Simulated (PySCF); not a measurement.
# SnH2Cl (SMILES [Cl][SnH2]) at 6 levels

Wanted: a comparison of 6 runs (UM06-2X/STO-6G, UPBE/STO-6G, UPBE0/STO-6G, USVWN5/STO-6G, UMP2/STO-6G, FCI/STO-6G) of SnH2Cl. The job is set up through a Python script.

Program for the calculation: PySCF 2.14.0.

4 further runs of the same task are left out: 4 set aside as unsound or not needed.

### 1 The molecule

The species is SnH2Cl (4 atoms), meant as a doublet with charge 0. As SMILES, `[Cl][SnH2]`. One bond was lengthened or shortened from a relaxed shape.

Bond lengths: Cl1–Sn2 2.811 Å, Sn2–H3 1.723 Å, Sn2–H4 1.723 Å. Angles: Cl1–Sn2–H3 105.0°, Cl1–Sn2–H4 105.0°, H3–Sn2–H4 111.9°.

### 2 The energy at UM06-2X/STO-6G (run 1)

Contents of run.py:

```python
from pyscf import gto, dft

mol = gto.M(
    atom='''
Cl  -2.335149   0.514008  -0.622582
Sn   0.380000  -0.179600  -0.397100
H    0.412500  -1.500000   0.709600
H    1.145500   1.221000   0.252100
''',
    verbose=4,
    charge=0,
    spin=1,
    basis='sto-6g',
    max_memory=1860,
)

calc0 = dft.UKS(mol)
calc0.xc = 'm06-2x'
calc0.conv_tol = 1e-10
calc0.grids.level = 5
calc0.kernel()
if not calc0.converged:
    calc0 = calc0.newton().run(calc0.mo_coeff, calc0.mo_occ)

e_final = calc0.e_tot
print('E(%s) = %.9f' % ('M06-2X', e_final))
```

Run with:

```sh
$ OMP_NUM_THREADS=1 python run.py
```

Output:

```text
PySCF version 2.14.0

[... 54 lines left out ...]
WARN: HOMO -0.472040674055711 >= LUMO -0.472040674055698
[... 46 lines left out ...]
converged SCF energy = -6456.47439901553  <S^2> = 0.75467617  2S+1 = 2.0046707
E(M06-2X) = -6456.474399016
```

Run time: 17 s. Hardware: 1 thread of Arm Neoverse V1, shared host; peak memory 0.3 GiB.

### 3 A single-point energy at UPBE/STO-6G (run 2)

Contents of input.py:

```python
from pyscf import gto, dft

mol = gto.M(
    atom='Cl -2.335149 0.514008 -0.622582; Sn 0.380000 -0.179600 -0.397100; H 0.412500 -1.500000 0.709600; H 1.145500 1.221000 0.252100',
    max_memory=1860,
    basis='sto-6g',
    spin=1,
    charge=0,
    verbose=3,
)

calc0 = dft.UKS(mol)
calc0.xc = 'pbe'
calc0.grids.level = 5
calc0.conv_tol = 1e-10
calc0.kernel()
if not calc0.converged:
    calc0 = calc0.newton().run(calc0.mo_coeff, calc0.mo_occ)

energy = calc0.e_tot
print(f'total energy: {energy:.8f} hartree')
```

Run with:

```sh
$ OMP_NUM_THREADS=1 python input.py
```

Output:

```text
WARN: HOMO -0.480553012732804 >= LUMO -0.480553012732788

converged SCF energy = -6455.50446890019  <S^2> = 0.75160952  2S+1 = 2.0016089
total energy: -6455.50446890 hartree
```

It took 10 s on 1 thread of Arm Neoverse V1, shared host; peak memory 0.29 GiB.

Runs 3 to 5 aren't shown in full; the table further down has their settings and results.

### 4 The energy at FCI/STO-6G (run 6)

Contents of job.py:

```python
from pyscf import gto, scf, mcscf

mol = gto.M(
    atom='''
Cl    -4.412792     0.971334    -1.176509
Sn     0.718096    -0.339395    -0.750410
H      0.779512    -2.834589     1.340950
H      2.164681     2.307356     0.476400
''',
    max_memory=1860,
    spin=1,
    verbose=4,
    unit='bohr',
    basis='sto-6g',
)

calc0 = scf.ROHF(mol)
calc0.conv_tol = 1e-10
calc0.kernel()
if not calc0.converged:
    calc0 = calc0.newton().run(calc0.mo_coeff, calc0.mo_occ)

cas = mcscf.CASCI(calc0, calc0.mo_coeff.shape[-1] - 23, (mol.nelec[0] - 23, mol.nelec[1] - 23))  # full CI above the frozen core
cas.fix_spin_(ss=0.75)
cas.kernel()
energy = cas.e_tot
print('E = %.10f Eh' % energy)
```

Run with:

```sh
$ OMP_NUM_THREADS=1 python job.py
```

Output:

```text
PySCF version 2.14.0

[... 56 lines left out ...]
converged SCF energy = -6453.48118367512
[... 1 line left out ...]
******** <class 'pyscf.mcscf.casci.CASCI'> ********
CAS (12e+11e, 15o), ncore = 23, nvir = 0
natorb = False
canonicalization = True
sorting_mo_energy = False
******** <class 'pyscf.fci.addons.SpinPenaltyFCISolver'> ********
max. cycles = 200
conv_tol = 1e-08
davidson only = True
linear dependence = 1e-12
level shift = 0.001
max iter space = 12
nroots = 1
pspace_size = 400
spin = None
Density matrix diagonal elements [1.99964824 1.9994042  1.99990791 1.99986149 1.99984318 1.9988304
 1.97379655 1.96251922 1.94917095 1.99555783 1.99856824 1.00304003
 0.05388324 0.03571884 0.03024971]
CASCI converged
CASCI E = -6453.53477832628  E(CI) = -113.972025283255  S^2 = 0.7500000
E = -6453.5347783263 Eh
```

It took 28 s on 1 thread of Arm Neoverse V1, shared host; peak memory 0.26 GiB.

### 5 The series

| run | level | integration grid | frozen core orbitals | energy (Eh) | dipole moment (D) of the reference | HOMO energy (eV) | LUMO energy (eV) | wall time |
| --- | --- | --- | --- | --- | --- | --- | --- | --- |
| 1 | UM06-2X/STO-6G | 5 | – | -6456.474399 | 5.01 | -5.58 | -0.02 | 17 s |
| 2 | UPBE/STO-6G | 5 | – | -6455.504469 | 4.37 | -3.28 | -1.88 | 10 s |
| 3 | UPBE0/STO-6G | 5 | – | -6455.862540 | 4.84 | -4.52 | -1.00 | 14 s |
| 4 | USVWN5/STO-6G | 5 | – | -6448.879801 | 4.29 | -3.22 | -2.06 | 6.3 s |
| 5 | UMP2/STO-6G | – | 23 | -6453.514905 | 5.77 | -7.17 | 3.18 | 2.8 s |
| 6 | FCI/STO-6G | – | 23 | -6453.534778 | 5.80 | – | – | 28 s |

### 6 Summary of results

```
                                           quantity           value
                                run 6: total energy  -6453.53478 Eh
        run 6: dipole moment (Hartree–Fock density)          5.80 D
run 6: correlation energy (23 core orbitals frozen)       -53.6 mEh
```

**Reading.** Against full CI in this basis: UMP2 +19.9 mEh. Over runs 1, 2, 3, 4 the dipole moment (its size) runs from 4.29 D (USVWN5/STO-6G) to 5.01 D (UM06-2X/STO-6G). Totals of different functionals can't be ranked against each other. In runs 1, 2, 3, 4, 5, 6 the basis is minimal, so the values are rough. In runs 1, 2, 3, 4, 5, 6 relativity is left out where basis or elements ask for it. All runs together took 79 s, the longest 28 s.
